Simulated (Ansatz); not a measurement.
# Ga3Bi2As: how the settings move a single-point run

Question: which choices in the input matter for Ga3Bi2As? The cell is built on a prototype (ordering on zincblende) and needn't be the phase found in nature.

Program: Ansatz 0.2.0. Level of theory: reference: DFT, PBEsol, plane waves, PAW. These are calculated values, not measurements.

3 further runs of the same task are left out: 1 for a known fault of the program, 2 that didn't finish.

**1. The starting structure**

It takes space group P3m1 (No. 156, trigonal). Conventional cell: a = 4.339 Å, b = 4.339 Å, c = 10.622 Å, α = 90.00°, β = 90.00°, γ = 120.00°. As (site symmetry 3m) has 4 Ga at 2.46 to 2.60 Å as nearest neighbours. Around Bi (site symmetry 3m) lie 4 Ga at 2.69 to 2.75 Å. Bi (site symmetry 3m) has 4 Ga at 2.70 to 2.73 Å as nearest neighbours. Ga (site symmetry 3m) has 3 As at 2.60 Å and 1 Bi at 2.75 Å as nearest neighbours. Ga (site symmetry 3m) is surrounded by 4 Bi at 2.69 to 2.73 Å. Around Ga (site symmetry 3m) lie 1 As at 2.46 Å and 3 Bi at 2.70 Å.

As a file:

```cif
data_structure
_symmetry_space_group_name_H-M 'P 1'
_symmetry_Int_Tables_number 1
_cell_length_a 4.3390
_cell_length_b 4.3390
_cell_length_c 10.6221
_cell_angle_alpha 90.000
_cell_angle_beta 90.000
_cell_angle_gamma 120.000
_cell_volume 173.19
loop_
_atom_site_label
_atom_site_type_symbol
_atom_site_fract_x
_atom_site_fract_y
_atom_site_fract_z
_atom_site_occupancy
As1 As 0.00000 0.00000 0.00029 1
Bi1 Bi 0.33333 0.66667 0.32435 1
Bi2 Bi 0.66667 0.33333 0.67425 1
Ga1 Ga 0.33333 0.66667 0.06504 1
Ga2 Ga 0.66667 0.33333 0.41742 1
Ga3 Ga 0.00000 0.00000 0.76865 1
```

**2. Reference**

Contents of input.yaml:

```yaml
crystal:
  lattice:
    - [4.338993945, 0.0, 0.0]
    - [-2.1694969725, 3.7576789832, 0.0]
    - [0.0, 0.0, 10.6220528701]
  atoms:
    - { symbol: As, position: [0.0, 0.0, 0.0002928626] }
    - { symbol: Bi, position: [0.3333333333, 0.6666666667, 0.3243475444] }
    - { symbol: Bi, position: [0.6666666667, 0.3333333333, 0.6742455647] }
    - { symbol: Ga, position: [0.3333333333, 0.6666666667, 0.0650415395] }
    - { symbol: Ga, position: [0.6666666667, 0.3333333333, 0.4174205607] }
    - { symbol: Ga, position: [0.0, 0.0, 0.7686519281] }
kpoints:
  mp_grid: { grid: [6, 6, 2] }
hamiltonian:
  xc: pbesol
scf:
  occupations: { method: fermi_dirac, width: 0.02 }
  n_extra_bands: 5
output:
  forces: true
  stress: true
  eigenvalues: true
  write_density: true
  write_potential: true
  elf: true
  volumetric_format: npy
```

Run with:

```bash
$ ansatz run input.yaml --threads 4 --pin off --max-ram 4608MiB --backend cpu --events-out ev --progress --plain --runs-dir out
```

**3. Changed: xc_grid 1**

input.yaml: that of step 2 with these lines changed.

```diff
@@ -23,5 +23,3 @@
   eigenvalues: true
-  write_density: true
-  write_potential: true
-  elf: true
-  volumetric_format: npy
+basis:
+  xc_grid: 1
```

**4. Variant: mp_grid.grid [5, 5, 5]**

input.yaml: that of step 2 with these lines changed.

```diff
@@ -13,3 +13,3 @@
 kpoints:
-  mp_grid: { grid: [6, 6, 2] }
+  mp_grid: { grid: [5, 5, 5] }
 hamiltonian:
@@ -23,5 +23 @@
   eigenvalues: true
-  write_density: true
-  write_potential: true
-  elf: true
-  volumetric_format: npy
```

**5. Variant: occupations.method gaussian, occupations.width 0.001**

input.yaml: that of step 2 with these lines changed.

```diff
@@ -17,3 +17,3 @@
 scf:
-  occupations: { method: fermi_dirac, width: 0.02 }
+  occupations: { method: gaussian, width: 0.001 }
   n_extra_bands: 5
@@ -23,5 +23 @@
   eigenvalues: true
-  write_density: true
-  write_potential: true
-  elf: true
-  volumetric_format: npy
```

**6. Changed: mp_grid.shift [0, 0, 0.5]**

input.yaml: that of step 2 with these lines changed.

```diff
@@ -13,3 +13,3 @@
 kpoints:
-  mp_grid: { grid: [6, 6, 2] }
+  mp_grid: { grid: [6, 6, 2], shift: [0, 0, 0.5] }
 hamiltonian:
@@ -23,5 +23 @@
   eigenvalues: true
-  write_density: true
-  write_potential: true
-  elf: true
-  volumetric_format: npy
```

**Question.** What will these runs give? Wanted: for each run, ending; energy change; pressure; gap; force.

**Answer**, as computed:

| run | ending | energy change | pressure (GPa) | gap (eV) | force (eV/Å) | cycles | time |
| --- | --- | --- | --- | --- | --- | --- | --- |
| reference | converged | 0 | -0.3 | 0.00 | 0.07 | 7 | 8 s |
| 1: xc_grid 1 | converged | 0.0 meV/atom | -0.3 | 0.00 | 0.07 | 7 | 6 s |
| 2: mp_grid.grid [5, 5, 5] | converged | +9.9 meV/atom | -0.2 | 0.00 | 0.15 | 7 | 8.7 s |
| 3: occupations.method gaussian, occupations.width 0.001 | converged | +0.1 meV/atom (σ→0) | -0.3 | 0.00 | 0.07 | 22 | 12 s |
| 4: mp_grid.shift [0, 0, 0.5] | converged | +3.2 meV/atom | -0.4 | 0.00 | 0.08 | 7 | 5.3 s |

Times don't compare one to one where runs were asked for different outputs or read a saved state (see the inputs); cycles may leave out searches for a lower state.

Residual by cycle in the longest SCF loop of each run; runs are numbered as in the table. The quantity is the density residual dr2, in eV.

| cycle | reference | run 1 | run 2 | run 3 | run 4 |
| --- | --- | --- | --- | --- | --- |
| 1 | 0.0551 | 0.0551 | 0.0384 | 0.0551 | 0.0675 |
| 3 | 0.00129 | 0.00129 | 0.00109 | 0.0241 | 0.00162 |
| 5 | 9.2e-6 | 9.2e-6 | 7.0e-6 | 0.0115 | 2.1e-5 |
| 7 | 4.2e-8 | 4.2e-8 | 4.1e-8 | 0.002 | 6.8e-8 |
| 9 | - | - | - | 9.5e-4 | - |
| 11 | - | - | - | 2.6e-4 | - |
| 12 | - | - | - | 5.2e-5 | - |
| 14 | - | - | - | 1.3e-5 | - |
| 16 | - | - | - | 5.4e-6 | - |
| 18 | - | - | - | 7.4e-7 | - |
| 20 | - | - | - | 2.7e-7 | - |
| 22 | - | - | - | 6.9e-8 | - |

The pressure spans -0.4 to -0.2 GPa over the reference and the converged variants. Semilocal functionals close small gaps, so the missing gap need not be the real solid's. Of the variants the dearest is «occupations.method gaussian, occupations.width 0.001» (12 s), the cheapest «mp_grid.shift [0, 0, 0.5]» (5.3 s), on a shared host.
